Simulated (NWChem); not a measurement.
# Si2H4O3F2 (SMILES O[SiH](O)O[SiH](F)F): levels of theory compared

Aim: a comparison of 4 runs (HF/STO-3G, HF/3-21G, B3LYP/6-31G*) of Si2H4O3F2. 

The results are computed with NWChem 7.3.0.

## 1. Starting point

Si2H4O3F2 has 11 atoms, charge 0, and is taken as a singlet. As SMILES, `O[SiH](O)O[SiH](F)F`. Geometry: relaxed at PBE0-D4/def2-TZVP. This is one conformer, not always the lowest.

Bond lengths: O1–Si2 1.634 Å, Si2–O3 1.629 Å, Si2–O4 1.634 Å, O4–Si5 1.602 Å, Si5–F6 1.588 Å, Si5–F7 1.579 Å, O1–H8 0.958 Å, Si2–H9 1.470 Å, O3–H10 0.959 Å, Si5–H11 1.464 Å. Some angles: O1–Si2–O3 113.1°, O1–Si2–O4 104.0°, O3–Si2–O4 111.8°, Si2–O4–Si5 145.4°, O4–Si5–F6 109.0°, O4–Si5–F7 109.6°, F6–Si5–F7 106.9°, O1–Si2–H9 112.9°, O3–Si2–H9 105.8°, O4–Si2–H9 109.3°.

## 2. Energy and forces at HF/STO-3G (run 1)

struct.xyz

```xyz
11
F2H4O3Si2 gradient
O     -1.618200    -1.053900    -0.917400
Si    -1.213600     0.143600     0.117600
O     -1.082500    -0.361100     1.661200
O      0.209700     0.700800    -0.461000
Si     1.799600     0.502700    -0.466700
F      2.177000    -0.676200     0.528200
F      2.498500     1.807400     0.083100
H     -2.420900    -1.546300    -0.741100
H     -2.192700     1.239400     0.135900
H     -0.417200    -1.016700     1.880400
H      2.325800     0.203300    -1.799500
```

struct.nw

```
echo
start struct
title "F2H4O3Si2 gradient"
memory 2200 mb
geometry units angstroms noautosym nocenter noautoz
  load format xyz struct.xyz
end
basis spherical bse
  * library STO-3G
end
scf
  thresh 1e-08
  maxiter 80
  print low
end
task scf gradient
```

Launch:

```
$ nwchem struct.nw > struct.out
```

The program printed:

```text
[...]
  functions       =    47
[...]
  wavefunction    = RHF
[...]
         Total SCF energy =   -991.275147401153
      One-electron energy =  -2401.946881709420
      Two-electron energy =    901.333777475359
 Nuclear repulsion energy =    509.337956832908
        Time for solution =      2.7s
[...]
                         RHF ENERGY GRADIENTS
    atom               coordinates                        gradient
                 x          y          z           x          y          z
   1 O      -3.057955  -1.991582  -1.733635   -0.025599   0.000512   0.018440
   2 Si     -2.293371   0.271365   0.222232   -0.006180  -0.033455   0.010504
   3 O      -2.045628  -0.682380   3.139213    0.022951  -0.016174  -0.014647
   4 O       0.396276   1.324320  -0.871164    0.012019   0.003023  -0.005996
   5 Si      3.400751   0.949965  -0.881935    0.004624   0.012612   0.033679
   6 F       4.113933  -1.277833   0.998153   -0.001090   0.007567  -0.007907
   7 F       4.721480   3.415491   0.157036   -0.004937  -0.012986  -0.006728
   8 H      -4.574838  -2.922083  -1.400476    0.023062   0.006834  -0.011982
   9 H      -4.143602   2.342126   0.256814   -0.016020   0.020090  -0.000384
  10 H      -0.788394  -1.921284   3.553441   -0.018743   0.016763   0.005017
  11 H       4.395125   0.384181  -3.400562    0.009911  -0.004786  -0.019994
[...]
```

Wall time 3.9 s (1 thread of Intel Xeon 6975P-C (Granite Rapids), shared host); peak memory 0.096 GiB.

## 3. Energy and forces at HF/3-21G (run 2)

f2h4o3si2.nw

```
start f2h4o3si2
memory 2200 mb

geometry units angstrom noautosym nocenter noautoz
  O     -1.618200    -1.053900    -0.917400
  Si    -1.213600     0.143600     0.117600
  O     -1.082500    -0.361100     1.661200
  O      0.209700     0.700800    -0.461000
  Si     1.799600     0.502700    -0.466700
  F      2.177000    -0.676200     0.528200
  F      2.498500     1.807400     0.083100
  H     -2.420900    -1.546300    -0.741100
  H     -2.192700     1.239400     0.135900
  H     -0.417200    -1.016700     1.880400
  H      2.325800     0.203300    -1.799500
end

basis "ao basis" spherical bse
  O library 3-21G
  Si library 3-21G
  F library 3-21G
  H library 3-21G
end

scf
  thresh 1e-08
  maxiter 80
  print medium
end

task scf gradient
```

Launch:

```
$ nwchem f2h4o3si2.nw > f2h4o3si2.out
```

The program printed:

```text
[...]
  functions       =    79
[...]
  wavefunction    = RHF
[...]
         Total SCF energy =   -998.620593083807
      One-electron energy =  -2401.977185127011
      Two-electron energy =    894.018635210296
 Nuclear repulsion energy =    509.337956832908
        Time for solution =      3.7s
[...]
                         RHF ENERGY GRADIENTS
    atom               coordinates                        gradient
                 x          y          z           x          y          z
   1 O      -3.057955  -1.991582  -1.733635    0.008320   0.015779   0.001153
   2 Si     -2.293371   0.271365   0.222232    0.017519  -0.047595   0.013926
   3 O      -2.045628  -0.682380   3.139213   -0.009564   0.012080  -0.007988
   4 O       0.396276   1.324320  -0.871164    0.000680   0.008207  -0.012212
   5 Si      3.400751   0.949965  -0.881935   -0.005101  -0.000266   0.045016
   6 F       4.113933  -1.277833   0.998153   -0.000650   0.014766  -0.017463
   7 F       4.721480   3.415491   0.157036   -0.012915  -0.020358  -0.013166
   8 H      -4.574838  -2.922083  -1.400476    0.004292   0.009766   0.008563
   9 H      -4.143602   2.342126   0.256814   -0.001794   0.003990   0.000385
  10 H      -0.788394  -1.921284   3.553441   -0.001972   0.004424  -0.013285
  11 H       4.395125   0.384181  -3.400562    0.001187  -0.000793  -0.004928
[...]
```

It took 5.1 s on 1 thread of Intel Xeon 6975P-C (Granite Rapids), shared host; peak memory 0.096 GiB.

Run 3 isn't shown in full; the table further down has it.

## 4. Energy and gradient at B3LYP/6-31G(d) (spherical functions) (run 4)

mymol.nw

```
start mymol
title "F2H4O3Si2 gradient"
memory total 2200 mb

geometry units angstroms noautosym nocenter noautoz
   O    -1.618200   -1.053900   -0.917400
   Si   -1.213600    0.143600    0.117600
   O    -1.082500   -0.361100    1.661200
   O     0.209700    0.700800   -0.461000
   Si    1.799600    0.502700   -0.466700
   F     2.177000   -0.676200    0.528200
   F     2.498500    1.807400    0.083100
   H    -2.420900   -1.546300   -0.741100
   H    -2.192700    1.239400    0.135900
   H    -0.417200   -1.016700    1.880400
   H     2.325800    0.203300   -1.799500
end

basis spherical bse
   O library 6-31G*
   Si library 6-31G*
   F library 6-31G*
   H library 6-31G*
end

dft
   xc b3lyp
   grid fine
   convergence energy 1e-08
   maxiter 100
   mulliken
end

task dft gradient
```

Launch:

```
$ nwchem mymol.nw > mymol.out
```

The program printed:

```text
[...]
          Wavefunction type:  closed shell.
          No. of atoms     :    11
          No. of electrons :    74
[...]
          Charge           :     0
          Spin multiplicity:     1
[...]
          AO basis - number of functions:   114
[...]
              XC Information
              --------------
                         B3LYP Method XC Potential
                     Hartree-Fock (Exact) Exchange  0.200
                        Slater Exchange Functional  0.800 local
                    Becke 1988 Exchange Functional  0.720 non-local
              Lee-Yang-Parr Correlation Functional  0.810
                  VWN I RPA Correlation Functional  0.190 local
[...]
 d= 0,ls=0.0,diis     1  -1006.8809553670 -1.52D+03  1.45D-02  1.58D+00     3.1
[...]
 d= 0,ls=0.0,diis    10  -1007.0425360071 -5.00D-10  9.48D-08  3.13D-10    24.7
         Total DFT energy =    -1007.042536007103
      One electron energy =    -2410.179357387511
           Coulomb energy =      984.304911620973
    Exchange-Corr. energy =      -90.506047073474
 Nuclear repulsion energy =      509.337956832908
[...]
  wavefunction    = closed shell
                         DFT ENERGY GRADIENTS
    atom               coordinates                        gradient
                 x          y          z           x          y          z
   1 O      -3.057955  -1.991582  -1.733635   -0.004292   0.005472   0.010272
   2 Si     -2.293371   0.271365   0.222232    0.008583  -0.008347   0.000782
   3 O      -2.045628  -0.682380   3.139213    0.005275  -0.002044  -0.011458
   4 O       0.396276   1.324320  -0.871164    0.003421  -0.005805   0.004410
   5 Si      3.400751   0.949965  -0.881935   -0.005289   0.003488   0.011892
   6 F       4.113933  -1.277833   0.998153   -0.002291   0.010172  -0.008599
   7 F       4.721480   3.415491   0.157036   -0.006616  -0.012267  -0.005091
   8 H      -4.574838  -2.922083  -1.400476    0.007315   0.004376  -0.001816
   9 H      -4.143602   2.342126   0.256814    0.000188  -0.000629  -0.000497
  10 H      -0.788394  -1.921284   3.553441   -0.006317   0.005572  -0.001487
  11 H       4.395125   0.384181  -3.400562    0.000022   0.000012   0.001592
[...]
```

It took 32 s on 1 thread of Intel Xeon 6975P-C (Granite Rapids), shared host; peak memory 0.13 GiB.

## 5. The series

| run | level | Cartesian functions | iteration cap | energy (Eh) | largest force (eV/Å) | wall time |
| --- | --- | --- | --- | --- | --- | --- |
| 1 | HF/STO-3G | no | 80 | -991.275147 | 1.865 | 3.9 s |
| 2 | HF/3-21G | no | 80 | -998.620593 | 2.704 | 5.1 s |
| 3 | B3LYP/6-31G* (Cartesian functions) | yes | 100 | -1007.053175 | 0.696 | 32 s |
| 4 | B3LYP/6-31G* (spherical functions) | no | 100 | -1007.042536 | 0.763 | 32 s |

## 6. Outcome

| quantity | value |
| --- | --- |
| run 4: total energy | -1007.04254 Eh |
| run 4: dipole moment | 2.26 D |
| run 4: HOMO energy | -8.82 eV |
| run 4: LUMO energy | 0.87 eV |
| run 4: HOMO–LUMO gap | 9.69 eV |
| run 4: largest force on an atom | 0.763 eV/Å |

In words: In run 1 the basis is minimal, so the values are rough. All runs together took 73 s, the longest 32 s.
